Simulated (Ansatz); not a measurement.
# WC: the cost of one run

Program: Ansatz 0.2.0. Level of theory: DFT r²SCAN, frozen-core PAW, scalar-relativistic unless said. These are calculated values, not measurements.

1 further run of the same task is left out (it didn't finish).

### Step 1. The starting structure

It takes space group P-6m2 (No. 187, hexagonal). Conventional cell: a = 2.907 Å, b = 2.907 Å, c = 2.837 Å, α = 90.00°, β = 90.00°, γ = 120.00°. W (site symmetry -6m2) is surrounded by 6 C at 2.20 Å. Around C (site symmetry -6m2) lie 6 W at 2.20 Å.

Coordinates:

```
W C
1.0
     2.90650    0.00000    0.00000
    -1.45325    2.51710    0.00000
     0.00000    0.00000    2.83660
W C
1 1
Direct
  0.00000 0.00000 0.00000
  0.66667 0.33333 0.50000
```

Cartesian axes are those of the input's lattice vectors. The structure goes back to a database entry.

### Step 2. Cell and atoms relaxed, PAW

The input, input.yaml:

```yaml
crystal:
  lattice:
    - [2.9065, 0.0, 0.0]
    - [-1.45325, 2.5171028361, 0.0]
    - [0.0, 0.0, 2.8366]
  atoms:
    - { symbol: W, position: [0.0, 0.0, 0.0] }
    - { symbol: C, position: [0.666666666667, 0.333333333333, 0.5] }
kpoints:
  mp_grid: { grid: [14, 14, 14] }
scf:
  occupations: { method: fermi_dirac, width: 0.1 }
hamiltonian:
  xc: r2scan
  pseudopotentials: { kind: paw }
relax:
  f_tol: 0.002
  max_steps: 80
  cell: {}
output:
  forces: true
  stress: true
```

Started as:

```sh
$ ansatz run input.yaml --threads 2 --pin off --max-ram 5120MiB --backend cpu --events-out ev --progress --plain --runs-dir out
```

What time and memory should one allow on 2 threads of AMD EPYC 7R43 (Zen 3), shared host?

About 19 s, with a peak of 0.5 GiB.
